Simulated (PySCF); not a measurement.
**GeOH2: structure of the singlet**

Aim: relax GeOH2 as a singlet from a T-shaped (ligand arrangement 1) start, check by its vibrations whether the end is a minimum, and collect its spectrum and constants.

Program: PySCF 2.14.0. Level of theory: PBE0, basis Ge def2-TZVP, O def2-TZVP, H def2-TZVP, no relativity, density fitting. These are calculated values, not measurements.

**1. Starting geometry**

4 atoms, charge 0, spin multiplicity 1.

Bond lengths: Ge1–O2 1.680 Å, Ge1–H3 1.530 Å, Ge1–H4 1.530 Å. Angles: O2–Ge1–H3 88.0°, O2–Ge1–H4 176.0°, H3–Ge1–H4 88.0°.

```xyz
4
charge 0 multiplicity 1
Ge    0.2754    0.0000   -0.0276
O    -1.4036    0.0000    0.0310
H     0.2754    0.0000    1.5024
H     1.8045    0.0000    0.0258
```

**2. Relaxation: T-shaped (ligand arrangement 1) start, singlet**

One driver script runs all steps and calls PySCF; scf.py shows how it sets up the SCF of each step. The optimiser is the driver's own. Before each start the driver seeks the lowest SCF state from one or more starting densities and follows internal instabilities, so scf.py alone need not reach the same state.

The program finds Cs symmetry in the start, which this walk keeps. The walk stops when the largest gradient is under 0.0003 Eh/bohr and the energy has settled too.

scf.py

```python
from pyscf import gto, scf, dft
mol = gto.M(atom='''
Ge     0.275361     0.000000    -0.027554
O     -1.403639     0.000000     0.031046
H      0.275361     0.000000     1.502446
H      1.804461     0.000000     0.025846''',
    basis={'Ge': 'def2-TZVP', 'O': 'def2-TZVP', 'H': 'def2-TZVP'},
    charge=0, spin=0)
mf = dft.RKS(mol, xc='PBE0')
mf.grids.atom_grid = (50, 194)
aux = {'Ge': 'def2-universal-JKFIT', 'O': 'def2-universal-JKFIT', 'H': 'def2-universal-JKFIT'}
mf = mf.density_fit(auxbasis=aux)
mf.kernel()
```

Further steps of the session: Hessian and properties.

Before running it: what results should come out? Wanted: minimum; geometry; wavenumbers; dipole moment; highest occupied, lowest empty level; polar-tensor charge of Ge1; zero-point energy; atomisation energy.

As calculated:

```
                                 quantity                                                               value
                                  minimum                                                        singlet, C2v
                                 geometry  Ge–H 1.542 Å (×2), Ge–O 1.632 Å; H–Ge–H 113.2°, H–Ge–O 123.4° (×2)
                       wavenumbers (cm⁻¹)        582 (b2), 599 (b1), 881 (a1), 998 (a1), 2124 (a1), 2127 (b2)
                            dipole moment                                                              3.92 D
     highest occupied, lowest empty level                                                     -7.79, -2.38 eV
               polar-tensor charge of Ge1                                                             +1.08 e
                        zero-point energy                                                         43.7 kJ/mol
                      entropy at 298.15 K                                                     248.5 J/(mol K)
atomisation energy (no zero-point energy)                                                         1027 kJ/mol
```

What this shows: The T-shaped (ligand arrangement 1) start (Cs) ends in a minimum of C2v symmetry. The strongest infrared band lies at 2127 cm⁻¹ (b2, stretch). Only this shape and spin were tried, so other structures or states may lie lower.
